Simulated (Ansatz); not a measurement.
Run this with Ansatz's Python interface and show what comes out.

`torsion_ch7bssi.py`
```python
import logging
import sys

import ansatz as az
from ase import Atoms

logging.basicConfig(stream=sys.stdout, format="[%(levelname)s] %(message)s")
logger = logging.getLogger("run")
logger.setLevel(logging.INFO)


def main() -> None:
    atoms = Atoms(["C", "B", "S", "Si", "H", "H", "H", "H", "H", "H", "H"], positions=[
        [-1.0503, 1.4148, 0.1391],
        [0.2211, 0.9436, -0.5823],
        [1.5988, 0.2326, 0.4316],
        [0.9612, -1.763, 0.2409],
        [-1.799, 1.847, -0.6533],
        [-0.8453, 2.2817, 0.8446],
        [-1.5527, 0.6219, 0.6734],
        [0.3784, 1.0493, -1.7608],
        [-0.4526, -1.8482, 0.8776],
        [1.791, -2.6992, 0.9679],
        [0.8148, -2.1375, -1.158],
    ])

    first = (
        az.Crystal.molecule_from_ase(atoms).calculation()
        .basis(gaussian="def2-SVP")
        .functional("cam_b3lyp")
        .relax(force_tolerance=0.02, max_steps=80)
    )
    atoms.positions = first.run().report["positions_ang"]

    start = atoms.get_dihedral(2, 1, 0, 4)
    energies = {}
    for turn in range(0, 121, 15):
        turned = atoms.copy()
        turned.set_dihedral(2, 1, 0, 4, start + turn, indices=[0, 4, 5, 6])
        job = (
            az.Crystal.molecule_from_ase(turned).calculation()
            .basis(gaussian="def2-SVP")
            .functional("cam_b3lyp")
        )
        energies[round((start + turn) % 360)] = job.run().report["free_energy_ev"]
    floor = min(energies.values())
    logger.info("dihedral S2-B1-C0-H4 (deg)   E - E(min) (kcal/mol)")
    for angle, e in sorted(energies.items()):
        logger.info(f"{angle:8d} {23.060548 * (e - floor):14.3f}  " + "#" * int(30 * (e - floor) / max(max(energies.values()) - floor, 1e-9)))


if __name__ == "__main__":
    main()
```

```console
$ python torsion_ch7bssi.py
[INFO] dihedral S2-B1-C0-H4 (deg)   E - E(min) (kcal/mol)
[INFO]      124          0.000
[INFO]      139          0.207  ###
[INFO]      154          0.699  ############
[INFO]      169          1.252  ######################
[INFO]      184          1.632  ############################
[INFO]      199          1.706  ##############################
[INFO]      214          1.501  ##########################
[INFO]      229          1.178  ####################
[INFO]      244          0.930  ################
```

The scan is rigid and the energies are electronic, in a modest basis. With rigid groups the curve can differ much from the relaxed path, the start wasn't checked as a minimum of this torsion, and equivalent turns needn't return to the same energy. Run time: 100 s on 1 thread of Intel(R) Xeon(R) 6975P-C (Granite Rapids) (shared host), peak memory 0.32 GiB.

(Lines on the test bed's own set-up are left out of the output.)
